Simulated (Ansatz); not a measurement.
# HfW2: further runs on the relaxed cell

The task here is to estimate one member of a computed series from the others.

Computed with Ansatz 0.2.0 (DFT PBEsol, scalar-relativistic, plane waves, PAW, unless a step's input says otherwise).

1 further run of the same task is left out (set aside as unsound or not needed).

## Starting point

The structure is cubic, space group Fd-3m (No. 227). The conventional cell has a = 7.542 Å, b = 7.542 Å, c = 7.542 Å, α = 90.00°, β = 90.00°, γ = 90.00°. Around Hf (site symmetry -43m) lie 12 W at 3.13 Å and 4 Hf at 3.27 Å. W (site symmetry -3m) has 6 W at 2.67 Å and 6 Hf at 3.13 Å in its first shell of neighbours.

As a file:

```xyz
6
Lattice="0.0000 3.7708 3.7708 3.7708 0.0000 3.7708 3.7708 3.7708 0.0000" Properties=species:S:1:pos:R:3 pbc="T T T"
Hf    3.7708    3.7708    3.7708
Hf    5.6563    5.6563    5.6563
W     0.9427    0.9427    0.9427
W     0.9427    2.8281    2.8281
W     2.8281    2.8281    0.9427
W     2.8281    0.9427    2.8281
```

It is the result of an earlier relaxation at this level (volume 17.87 Å³/atom; gap on the mesh: none (metal)).

Set-up of the first run:

Contents of input.yaml:

```yaml
crystal:
  lattice:
    - [0.0, 3.7708479286, 3.7708479286]
    - [3.7708479286, 0.0, 3.7708479286]
    - [3.7708479286, 3.7708479286, 0.0]
  atoms:
    - { symbol: Hf, position: [0.5, 0.5, 0.5] }
    - { symbol: Hf, position: [0.75, 0.75, 0.75] }
    - { symbol: W, position: [0.125, 0.125, 0.125] }
    - { symbol: W, position: [0.625, 0.125, 0.125] }
    - { symbol: W, position: [0.125, 0.125, 0.625] }
    - { symbol: W, position: [0.125, 0.625, 0.125] }
basis:
  ecutwfc: 420
kpoints:
  mp_grid: { grid: [8, 8, 8] }
  band_path:
    path:
      - [[0.0, 0.0, 0.0], [0.5, 0.0, 0.5], [0.625, 0.25, 0.625]]
      - [[0.375, 0.375, 0.75], [0.0, 0.0, 0.0], [0.5, 0.5, 0.5], [0.5, 0.25, 0.75], [0.5, 0.0, 0.5]]
    npoints: 14
hamiltonian:
  xc: pbesol
scf:
  occupations: { method: gaussian, width: 0.1 }
  n_extra_bands: 15
output:
  forces: true
  stress: true
  eigenvalues: true
  populations: true
  dos: { projected: true, de: 0.02, nscf_kmesh: { grid: [12, 12, 12] } }
  bader: true
  write_density: true
  write_potential: true
  elf: true
  volumetric_format: npy
```

Launch:

```console
ansatz run input.yaml --threads 1 --pin off --max-ram 2560MiB --backend cpu --events-out ev --progress --plain --runs-dir out
```

Steps of the session up to this table: Static run: bands, density of states and charges; Point at V/V0 = 0.97; Volume × 1.03; The cell scaled to 0.94 of its volume; The cell scaled to 1.06 of its volume.

One table of the session follows, with a row left open; its other results are not shown here.

It belongs to the step «Energy against volume». 

| volume (Å³/atom) | energy above the lowest point (meV/atom) | pressure (GPa) |
| --- | --- | --- |
| 16.801 | 51.5 | 16.20 |
| 17.337 | ? | ? |
| 17.873 | 0.0 | 0.00 |
| 18.409 | 11.1 | -6.50 |
| 18.945 | 42.5 | -12.14 |

**Question.** Estimate the row for volume (Å³/atom) = 17.337.

Worked estimate for «energy above the lowest point (meV/atom)». A straight line through the neighbours (16.801, 51.5) and (17.873, 0.0) gives 51.5 + (0.0 − 51.5) × (17.337 − 16.801) / (17.873 − 16.801) = 25.8; a parabola fitted to 3 rows on both sides gives 13.5.

**Answer.** energy above the lowest point (meV/atom): 12.2; pressure (GPa): 7.50. In «energy above the lowest point (meV/atom)» the line misses by +13.6 and the parabola by +1.3.
